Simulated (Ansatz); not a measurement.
# C2H2ClF (1-chloro-2-fluoroethylene): HF/3-21G

What is the electronic atomisation energy of C2H2ClF (1-chloro-2-fluoroethylene) at HF/3-21G? 

The calculation is run with Ansatz 0.2.0.

47 further runs of the same task are left out: 47 set aside as unsound or not needed. Runs told in other sessions of the task aren't counted.

### Step 1. The system as given

C2H2ClF: 6 atoms, total charge 0, spin state singlet. SMILES: `F/C=C/Cl`. Geometry: relaxed at PBE0-D4/def2-TZVP.

Bond lengths: F1–C2 1.333 Å, C2–C3 1.320 Å, C3–Cl4 1.713 Å, C2–H5 1.083 Å, C3–H6 1.081 Å. Angles: F1–C2–C3 120.7°, C2–C3–Cl4 121.4°, F1–C2–H5 113.8°, C3–C2–H5 125.5°, C2–C3–H6 122.6°, Cl4–C3–H6 116.0°.

### Step 2. A single-point energy at HF/3-21G

File in.yaml:

```yaml
crystal:
  periodic: [false, false, false]
  atoms:
    - symbol: F
      position_ang: [-0.308300, 1.774900, 0.089700]
    - symbol: C
      position_ang: [-0.015000, 0.565100, -0.386500]
    - symbol: C
      position_ang: [0.005100, -0.486500, 0.411700]
    - symbol: Cl
      position_ang: [0.378700, -2.049200, -0.181100]
    - symbol: H
      position_ang: [0.191800, 0.551900, -1.449500]
    - symbol: H
      position_ang: [-0.210300, -0.420200, 1.469400]
basis:
  gaussian:
    orbitals: 3-21G.json
accuracy: high
output: {orbitals: {seedname: orbitals}}
hamiltonian:
  xc: hf
```

The basis set 3-21G is read from a file made from the Basis Set Exchange's data (not shown).

On the command line:

```
$ ansatz run in.yaml --threads 1 --pin off --max-ram 2610MiB --events-out events.jsonl --progress --plain --runs-dir runs
```

Log:

```text
Warning: RAYON_NUM_THREADS=1 ignored (pool sized by the plan → 1); use --threads N
Functional definition: HF
  name "HF"
  exchange = exact_x
  correlation = 0
963 factors; integrals over basis functions are off by at most 1.7e-8 eV
mean field evaluation 1: about -17213.0809 eV, gradient 1.9e1 eV
mean field evaluation 2: about -17213.4139 eV, gradient 2.0e1 eV
mean field evaluation 4: about -17214.4571 eV, gradient 2.5e0 eV
mean field evaluation 8: about -17214.4762 eV, gradient 1.5e-1 eV
mean field evaluation 16: about -17214.4763 eV, gradient 2.4e-8 eV
mean field -17214.47629265 eV, -632.6203353637 hartree, gradient 2.4e-8 eV, S^2 0.000000; 0 other end points of the search recorded, 0 dependent functions left out
reference -17214.47629265 eV, -632.6203353637 hartree; 20, 20 occupied and 24, 24 virtual orbitals, 963 factors
Total energy: -17214.47629265 eV, -632.6203353637 hartree
```

Run time: 0.36 s. Hardware: 1 thread of Arm Neoverse V2, shared host.

### Step 3. The C atom, same level

File job.yaml:

```yaml
crystal:
  periodic: [false, false, false]
  atoms:
    - symbol: C
      position_ang: [0.000000, 0.000000, 0.000000]
basis:
  gaussian:
    orbitals: 3-21G.json
magnetization:
  spin_polarized: true
  initial_magnetization: 2
accuracy: high
hamiltonian:
  xc: hf
```

The basis set 3-21G is read from a file made from the Basis Set Exchange's data (not shown).

Run the same way, it converges to -37.48107 Eh (log not shown).

### Step 4. The Cl atom at the same level

File job.yaml:

```yaml
crystal:
  periodic: [false, false, false]
  atoms:
    - {symbol: Cl, position_ang: [0.000000, 0.000000, 0.000000]}
basis:
  gaussian:
    orbitals: 3-21G.json
magnetization:
  spin_polarized: true
  initial_magnetization: 1
hamiltonian:
  xc: hf
accuracy: high
```

The basis set 3-21G is read from a file made from the Basis Set Exchange's data (not shown).

Run the same way, it converges to -457.27655 Eh (log not shown).

### Step 5. The F atom, same level

File in.yaml:

```yaml
crystal:
  periodic: [false, false, false]
  atoms:
    - {symbol: F, position_ang: [0.000000, 0.000000, 0.000000]}
basis:
  gaussian: {orbitals: 3-21G.json}
magnetization: {spin_polarized: true, initial_magnetization: 1}
hamiltonian: {xc: hf}
accuracy: high
```

The basis set 3-21G is read from a file made from the Basis Set Exchange's data (not shown).

Run the same way, it converges to -98.84501 Eh (log not shown).

### Step 6. The H atom, same level

File molecule.yaml:

```yaml
crystal:
  periodic: [false, false, false]
  atoms:
    - {symbol: H, position_ang: [0.000000, 0.000000, 0.000000]}
basis:
  gaussian:
    orbitals: 3-21G.json
magnetization:
  spin_polarized: true
  initial_magnetization: 1
hamiltonian:
  xc: hf
accuracy: high
```

The basis set 3-21G is read from a file made from the Basis Set Exchange's data (not shown).

Run the same way, it converges to -0.49620 Eh (log not shown).

### Step 7. Summary of results

At HF/3-21G:

```
                     quantity          value
       molecule: total energy  -632.62034 Eh
        molecule: HOMO energy      -10.31 eV
        molecule: LUMO energy        4.23 eV
      molecule: HOMO–LUMO gap       14.54 eV
         C atom: total energy   -37.48107 Eh
                 C atom: ⟨S²⟩          2.001
        Cl atom: total energy  -457.27655 Eh
                Cl atom: ⟨S²⟩          0.750
         F atom: total energy   -98.84501 Eh
                 F atom: ⟨S²⟩          0.750
         H atom: total energy    -0.49620 Eh
                 H atom: ⟨S²⟩          0.750
electronic atomisation energy      14.809 eV
```

Taking the molecule apart into free atoms costs 14.81 eV (342 kcal/mol), before zero-point energy and without spin-orbit coupling. Hartree–Fock lacks the correlation of the bonding pairs, which as a rule makes this value much too low; in minimal bases other errors can mask that. The basis has no polarisation functions, which makes bonds too weak.
